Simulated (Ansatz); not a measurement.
# SnH2F (SMILES [F][SnH2]) at U-r2SCAN/STO-3G

Aim: the electronic atomisation energy of SnH2F at U-r2SCAN/STO-3G, from 4 runs. 

Program for the calculation: Ansatz 0.2.0.

59 further runs of the same task are left out: 7 that didn't finish, 52 set aside as unsound or not needed.

### Step 1. The system as given

SnH2F has 4 atoms, charge 0, and is taken as a doublet. As SMILES, `[F][SnH2]`. Geometry: relaxed at PBE0-D4/def2-TZVP.

Bond lengths: F1–Sn2 1.932 Å, Sn2–H3 1.726 Å, Sn2–H4 1.726 Å. Angles: F1–Sn2–H3 103.3°, F1–Sn2–H4 103.3°, H3–Sn2–H4 113.3°.

### Step 2. A single-point energy at U-r2SCAN/STO-3G

molecule.yaml reads:

```yaml
crystal:
  periodic: [false, false, false]
  atoms:
    - {symbol: F, position_ang: [-1.552600, -0.190000, 0.640700]}
    - {symbol: Sn, position_ang: [0.028300, -0.242200, -0.468300]}
    - {symbol: H, position_ang: [1.184100, -1.054400, 0.524100]}
    - {symbol: H, position_ang: [0.395700, 1.426200, -0.716700]}
basis:
  gaussian: {orbitals: STO-3G}
accuracy: high
magnetization: {spin_polarized: true, initial_magnetization: 1}
hamiltonian: {xc: r2scan}
```

Run with:

```
$ ansatz run molecule.yaml --threads 1 --pin off --max-ram 2610MiB --events-out events.jsonl --progress --plain --runs-dir runs
```

Standard output:

```text
Warning: RAYON_NUM_THREADS=1 ignored (pool sized by the plan → 1); use --threads N
Functional definition: r2SCAN
  name "r2SCAN"
  parameter k0 = 0.174
  parameter k1 = 0.065
  parameter a1 = 4.9479
  exchange = r2scan_x(k0 = k0, k1 = k1, a1 = a1)
  correlation = r2scan_c
612 factors; integrals over basis functions are off by at most 4.8e-9 eV
mean field evaluation 1: about -165036.9482 eV, gradient 9.3e0 eV
mean field evaluation 2: about -165029.3721 eV, gradient 3.4e1 eV
mean field evaluation 4: about -165037.8222 eV, gradient 6.3e-1 eV
mean field evaluation 8: about -165037.7789 eV, gradient 4.6e-3 eV
mean field evaluation 16: about -165037.7789 eV, gradient 2.3e-6 eV
mean field -165037.77892710 eV, -6065.0265089465 hartree, gradient 9.7e-9 eV, S^2 0.750886; 0 other end points of the search recorded, 0 dependent functions left out
reference -165037.77892783 eV, -6065.0265089733 hartree; 31, 30 occupied and 3, 4 virtual orbitals, 612 factors
Total energy: -165037.77892783 eV, -6065.0265089733 hartree
```

It took 6.9 s on 1 thread of Arm Neoverse V2, shared host; peak memory 0.23 GiB.

### Step 3. The F atom, same level

input.yaml reads:

```yaml
crystal:
  periodic: [false, false, false]
  atoms:
    - {symbol: F, position_ang: [0.000000, 0.000000, 0.000000]}
basis:
  gaussian:
    orbitals: STO-3G
magnetization:
  spin_polarized: true
  initial_magnetization: 1
hamiltonian:
  xc: {name: r2SCAN}
accuracy: high
```

Run the same way, it converges to -98.25342 Eh (log not shown).

### Step 4. The H atom

job.yaml reads:

```yaml
crystal:
  periodic: [false, false, false]
  atoms:
    - symbol: H
      position_ang: [0.000000, 0.000000, 0.000000]
basis:
  gaussian:
    orbitals: STO-3G
magnetization:
  spin_polarized: true
  initial_magnetization: 1
hamiltonian:
  xc: {name: r2SCAN}
accuracy: high
```

Run with:

```
$ ansatz run job.yaml --threads 1 --pin off --max-ram 2610MiB --events-out events.jsonl --progress --plain --runs-dir runs
```

Standard output:

```text
Warning: RAYON_NUM_THREADS=1 ignored (pool sized by the plan → 1); use --threads N
Functional definition: r2SCAN
  name "r2SCAN"
  parameter k0 = 0.174
  parameter k1 = 0.065
  parameter a1 = 4.9479
  exchange = r2scan_x(k0 = k0, k1 = k1, a1 = a1)
  correlation = r2scan_c
1 factors; integrals over basis functions are off by at most 4.6e-10 eV
mean field evaluation 1: about -12.6930 eV, gradient 0.0e0 eV
mean field evaluation 2: about -12.6930 eV, gradient 0.0e0 eV
mean field -12.69300701 eV, -0.4664594041 hartree, gradient 0.0e0 eV, S^2 0.750000; 0 other end points of the search recorded, 0 dependent functions left out
reference -12.69300747 eV, -0.4664594207 hartree; 1, 0 occupied and 0, 1 virtual orbitals, 1 factors
Total energy: -12.69300747 eV, -0.4664594207 hartree
```

Wall time 0.28 s (1 thread of Arm Neoverse V2, shared host).

### Step 5. The Sn atom

molecule.yaml reads:

```yaml
crystal:
  periodic: [false, false, false]
  atoms:
    - symbol: Sn
      position_ang: [0.000000, 0.000000, 0.000000]
basis:
  gaussian: {orbitals: STO-3G}
hamiltonian: {xc: {name: r2SCAN}}
accuracy: high
magnetization: {spin_polarized: true, initial_magnetization: 2}
```

Run with:

```
$ ansatz run molecule.yaml --threads 1 --pin off --max-ram 2610MiB --events-out events.jsonl --progress --plain --runs-dir runs
```

Standard output:

```text
Warning: RAYON_NUM_THREADS=1 ignored (pool sized by the plan → 1); use --threads N
Functional definition: r2SCAN
  name "r2SCAN"
  parameter k0 = 0.174
  parameter k1 = 0.065
  parameter a1 = 4.9479
  exchange = r2scan_x(k0 = k0, k1 = k1, a1 = a1)
  correlation = r2scan_c
251 factors; integrals over basis functions are off by at most 4.4e-9 eV
mean field evaluation 1: about -162325.7586 eV, gradient 2.5e-1 eV
mean field evaluation 2: about -162325.7588 eV, gradient 2.7e-3 eV
mean field evaluation 4: about -162325.8028 eV, gradient 2.5e-4 eV
mean field evaluation 8: about -162325.8028 eV, gradient 1.8e-8 eV
mean field evaluation 16: about -162325.7899 eV, gradient 3.7e-1 eV
mean field -162325.80282228 eV, -5965.3632253378 hartree, gradient 5.3e-9 eV, S^2 2.000001; 3 other end points of the search recorded, 0 dependent functions left out
reference -162325.80282294 eV, -5965.3632253619 hartree; 26, 24 occupied and 1, 3 virtual orbitals, 251 factors
Total energy: -162325.80282294 eV, -5965.3632253619 hartree
```

Wall time 7.5 s (1 thread of Arm Neoverse V2, shared host); peak memory 0.16 GiB.

### Step 6. Summary of results

Level: U-r2SCAN/STO-3G.

| quantity | value |
| --- | --- |
| molecule: total energy | -6065.02651 Eh |
| molecule: ⟨S²⟩ | 0.751 |
| F atom: total energy | -98.25342 Eh |
| F atom: ⟨S²⟩ | 0.750 |
| H atom: total energy | -0.46646 Eh |
| H atom: ⟨S²⟩ | 0.750 |
| Sn atom: total energy | -5965.36323 Eh |
| Sn atom: ⟨S²⟩ | 2.000 |
| electronic atomisation energy | 12.978 eV |

What this shows: Taking the molecule apart into free atoms costs 12.98 eV (299 kcal/mol), before zero-point energy and without spin-orbit coupling. In a minimal basis such a difference can be off by several eV, whatever the method. Relativity is left out (molecule) although the molecule holds a heavy atom. Relativity is left out (Sn atom) although the molecule holds a heavy atom.
